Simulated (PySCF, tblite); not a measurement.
# C₄H₉BN₂O+ (doublet): geometry, infrared bands and EPR parameters

Wanted: the infrared bands and EPR parameters of C₄H₉BN₂O+ (doublet) (`CC(=[O+])N1BNCC1`), by calculation.

Programs: tblite 0.8.0 and PySCF 2.14.0, with density-fitted response routines of our own. Each step states its level of theory. These are calculated values for one molecule in the gas phase, unless marked as measured. Atoms are numbered from 0 throughout.

### 1 Starting geometry

17 atoms, charge 1, multiplicity 2; geometry from: force field or distance geometry start.

Bonds of the start (Å): C0–C1 1.48, C1–O2 1.30, C1–N3 1.41, N3–B4 1.51, B4–N5 1.54, N5–C6 1.46, C6–C7 1.52, C7–N3 1.47, C0–H8 1.10, C0–H9 1.11, C0–H10 1.12, B4–H11 1.18, N5–H12 1.05, C6–H13 1.10, C6–H14 1.12, C7–H15 1.10, C7–H16 1.11.

### 2 Optimising the geometry with GFN2-xTB

The job: settings as JSON, then the geometry in Å.

```
{"job": {"kind": "relax", "xc": "GFN2-xTB", "basis": "xTB"}, "charge": 1, "multiplicity": 2}
C      2.603200     0.032100    -0.342700
C      1.483100    -0.539500     0.443200
O      1.754800    -1.399100     1.374300
N      0.122000    -0.216000     0.267400
B     -0.535200     0.733700    -0.701800
N     -2.039400     0.731600    -0.362300
C     -1.919300     0.446100     1.063300
C     -1.005800    -0.765500     1.042500
H      3.152100    -0.738700    -0.896400
H      3.312600     0.601200     0.289300
H      2.119200     0.739100    -1.066600
H      0.015400     1.603700    -1.279100
H     -2.509500    -0.107400    -0.778000
H     -2.895400     0.222600     1.527100
H     -1.403300     1.309900     1.549800
H     -0.708400    -1.105300     2.049800
H     -1.553200    -1.536500     0.459700
```

The run is started by

```bash
$ OMP_NUM_THREADS=1 python probes_run.py task.json out
```

The driver reads the jobs from task.json and runs them one after another.

**Question.** This job is followed by: GFN2-xTB harmonic vibrations, gas phase; UKS B3LYP, pcH-1 on B C H N O, non-relativistic, mean-field spin-orbit, GIAO. Predict these results of the whole session: strongest single infrared mode (GFN2-xTB); zero-point energy (GFN2-xTB); g(iso) (B3LYP); ⟨S²⟩; largest a(iso) (averaged by class).

The runs gave:

| quantity | value |
| --- | --- |
| strongest single infrared mode (GFN2-xTB) | 1388 cm⁻¹, 260 km/mol |
| zero-point energy (GFN2-xTB) | 83.9 kcal/mol |
| g(iso) (B3LYP) | 2.00557 |
| ⟨S²⟩ | 0.767 (exact 0.75) |
| largest a(iso) (averaged by class) | 1H on H13, H14, 146.2 MHz |

Relaxing lowered the energy by 2.218 eV in 73 steps; the close pair that moved most is B4–N5, from 1.542 to 1.402 Å. The lowest mode is imaginary (118i cm⁻¹), so the xTB geometry is not a minimum. The strongest single mode, at 1388 cm⁻¹, is carried by H14, H13, H16, H15. GFN2-xTB is a fitted tight-binding method: band positions and strengths are rough. Its intensities can rank the bands wrongly. The largest spin populations lie on N5 (0.46 e), N3 (0.42 e). The isotropic g lies 3.3 ppt above the free-electron value.
